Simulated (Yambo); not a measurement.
# Au: optical spectrum with PBE

Au:

```
CELL_PARAMETERS angstrom
0.00000 2.03500 2.03500
2.03500 0.00000 2.03500
2.03500 2.03500 0.00000
ATOMIC_POSITIONS crystal
Au 0.00000 0.00000 0.00000
```

- Program: Yambo 5.3.0
- Task: optical spectrum
- Functional: PBE
- Potentials or basis: PseudoDojo 0.4.1 SR PBE standard
- Cutoff: 1034 eV
- Density cutoff: 4136 eV
- k mesh: 20 × 20 × 20
- Occupations: fermi-dirac, width 0.05 eV
- Spin: no spin polarisation
- k mesh of the self-consistent run: 20 × 20 × 20
- Direction of the field or of q to 0: x
- Broadening: 0.1 eV
- Kernel: Hartree (RPA with local fields)
- Top of the energy range: 20 eV
- Energy points: 150
- Correction of the levels: none
- Bands in the response: 25
- Cutoff of the response matrix: 2 Ry

| Property | Result |
| --- | --- |
| Band gap on the k mesh, mean-field level | none (metal or under the smearing width) |

Dielectric function (along the field direction of the input):
```
energy (eV)  real part  imaginary part
       0.27       8.85            0.03
       1.21       9.90            0.24
       2.28      13.23            7.94
       3.36       5.85            7.42
       4.30       3.24            7.05
       5.37       4.35            4.68
       6.44       3.97            4.09
       7.52       2.69            5.25
       8.46       0.62            4.45
       9.53       0.53            3.14
      10.60       0.79            2.43
      11.68       1.23            2.38
      12.62       0.88            2.78
      13.69       0.83            2.15
      14.77       0.83            1.91
      15.84       1.09            1.60
      16.78       1.12            1.49
      17.85       1.33            1.22
      18.93       2.05            2.73
      20.00       0.60            3.00
```

Wall time 110 s on 1 thread of Arm Neoverse V2, with other jobs on the host.

Caveat: the intraband (Drude) term of the metal is left out; these spectra lack excitons. Spin-orbit coupling is left out, which matters for the levels of Au.
